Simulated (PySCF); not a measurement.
# BFH2O2 (Fluorodihydroxyborane): the cost of one run

Computed with PySCF 2.14.0, with density-fitted response routines of our own, on a single molecule in the gas phase. Atoms are numbered from 0 throughout.

## Step 1: Starting geometry

6 atoms, charge 0, multiplicity 1; geometry from: GFN2-xTB. The atoms were then displaced at random by about 0.01 Å, so the start is not that level's minimum.

Bonds of the start (Å): O0–B1 1.36, B1–O2 1.35, B1–F3 1.33, O0–H4 0.93, O2–H5 0.94.

## Step 2: Geometry optimisation at PBE0-D3(BJ)/def2-SVP

The job: settings as JSON, then the geometry in Å.

```
{"job": {"xc": "PBE0", "basis": "def2-SVP", "d3": "d3bj", "grid": 1, "shake": 0.01, "kind": "geom"}, "charge": 0, "multiplicity": 1}
O      1.370810     0.164400    -0.004100
B      0.013850     0.295310     0.001750
O     -0.829830    -0.761720    -0.024260
F     -0.463000     1.537680     0.031970
H      1.681170    -0.712630    -0.042780
H     -1.748830    -0.553060    -0.007240
```

Command:

```console
$ OMP_NUM_THREADS=1 python probes_run.py task.json out
```

This one command runs all jobs of the session in turn.

**Question.** How long does this first job take on 1 thread of Arm Neoverse V1, shared host, and how much memory does it need?

About 7.8 s, with a peak of 0.3 GiB.
